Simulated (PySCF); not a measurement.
# GeH5N (H3Ge ... H2N): the cost of one run

Computed with PySCF 2.14.0 and routines of our own; the level stands in each step. Atoms count from 0.

## 1. The starting structure

7 atoms, charge 0, high-spin multiplicity 3; geometry from: GFN2-xTB fragments, placed rigidly.

The system (radical pair): H3Ge···H2N. The radical centres are 4.43 Å apart, tilted by 45 degrees; the spin sites are atoms 0, 1, 2, 3 (1 unpaired) and atoms 4, 5, 6 (1 unpaired).

## 2. Magnetic exchange: CASSCF and SC-NEVPT2/def2-TZVP (2,2)

The job: settings as JSON, then the geometry in Å.

```
{"job": {"kind": "cas", "basis": "def2-TZVP", "active": "magnetic", "zfs": true}, "charge": 0, "high_spin_multiplicity": 3, "spin_sites": [[[0, 1, 2, 3], 1], [[4, 5, 6], 1]]}
Ge    -0.766600    -0.000100    -1.514000
H     -0.601600     1.378200    -2.183300
H     -2.042500    -0.546300    -2.183300
H      0.344700    -0.831800    -2.183300
N      0.633400    -0.000100     2.688000
H      1.216200     0.586900     2.101000
H      1.216300    -0.586900     3.274900
```

With the program's defaults for keys left out, this is: CASSCF and SC-NEVPT2/def2-TZVP spin states, gas phase.

On the command line:

```bash
$ OMP_NUM_THREADS=1 python exch_run.py task.json out
```

One launch serves the whole session: the jobs run in the order shown.

**Question.** How long does this first job take on 1 thread of Intel Xeon Platinum 8488C, shared host, and how much memory does it need?

About 3.9 s, with a peak of 0.26 GiB.
